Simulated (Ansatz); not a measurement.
# CH5AlFN: how energies converge with the basis set

How large a basis does CH5AlFN need? Two functionals are run in growing sets.

The runs use Ansatz 0.2.0, Gaussian basis; one geometry, several basis sets.

The runs, in order: PBE0-D4/def2-SVP; ωB97M-V/def2-SVP; PBE0-D4/def2-QZVPP; ωB97M-V/def2-QZVPP; the functionals' def2-TZVPP values are taken from earlier runs.

**1. Structure used throughout**

All runs share one geometry, relaxed beforehand with PBE0-D4 in a triple-zeta def2 set.

SMILES `C[NH][AlH][F]`, 9 atoms, charge 0, spin multiplicity 1.

Atoms are counted from 1 here; the program's logs count them from 0.

Bond lengths: C1–N2 1.448 Å, C1–H5 1.096 Å, C1–H6 1.093 Å, C1–H7 1.096 Å, N2–Al3 1.758 Å, N2–H8 1.009 Å, Al3–F4 1.652 Å, Al3–H9 1.571 Å. Angles: N2–C1–H5 112.3°, N2–C1–H6 110.0°, N2–C1–H7 112.3°, H5–C1–H6 107.1°, H5–C1–H7 107.8°, H6–C1–H7 107.1°, C1–N2–Al3 127.2°, C1–N2–H8 112.3°, Al3–N2–H8 120.5°, N2–Al3–F4 117.9°, N2–Al3–H9 122.1°, F4–Al3–H9 120.1°.

Coordinates:

```xyz
9
CH5AlFN
C    -0.4985    0.8345   -0.8361
N    -0.0095   -0.4424   -0.3593
Al    0.6503   -0.8017    1.2302
F     1.1431   -2.3495    1.5293
H    -1.5575    0.7965   -1.1164
H    -0.4014    1.5890   -0.0508
H     0.0647    1.1984   -1.7031
H    -0.0810   -1.1659   -1.0588
H     0.7783    0.2948    2.3478
```

**2. PBE0-D4 in def2-SVP**

Contents of in.yaml:

```yaml
crystal:
  periodic: [false, false, false]
  atoms:
    - {symbol: C, position_ang: [-0.498543, 0.834509, -0.836096]}
    - {symbol: N, position_ang: [-0.009535, -0.442439, -0.359317]}
    - {symbol: Al, position_ang: [0.650334, -0.801679, 1.230183]}
    - {symbol: F, position_ang: [1.143074, -2.349533, 1.529317]}
    - {symbol: H, position_ang: [-1.557519, 0.796532, -1.116358]}
    - {symbol: H, position_ang: [-0.401393, 1.588960, -0.050828]}
    - {symbol: H, position_ang: [0.064670, 1.198443, -1.703113]}
    - {symbol: H, position_ang: [-0.081021, -1.165891, -1.058825]}
    - {symbol: H, position_ang: [0.778333, 0.294798, 2.347838]}
basis:
  gaussian: {orbitals: def2-SVP}
hamiltonian: {xc: pbe0, dispersion: d4}
output: {orbitals: {seedname: orbitals}}
```

The runs that follow: ωB97M-V in def2-SVP; PBE0-D4 in def2-QZVPP; ωB97M-V in def2-QZVPP.

Before running them: what should the planned runs give, taken together? Wanted: PBE0-D4: double and triple zeta above quadruple; ωB97M-V: double and triple zeta above quadruple.

The runs gave:

| quantity | value |
| --- | --- |
| PBE0-D4: double and triple zeta above quadruple | 9.36, 0.54 eV |
| ωB97M-V: double and triple zeta above quadruple | 9.54, 0.51 eV |

What this shows: PBE0-D4 gains 8.82 eV from double to triple zeta, then 0.54 eV more. Total energies overstate the basis error of differences, where much of it tends to cancel. The LUMO of ωB97M-V is positive and keeps falling with the basis (1.77 to 0.87 eV): an unbound level that the basis holds in place.
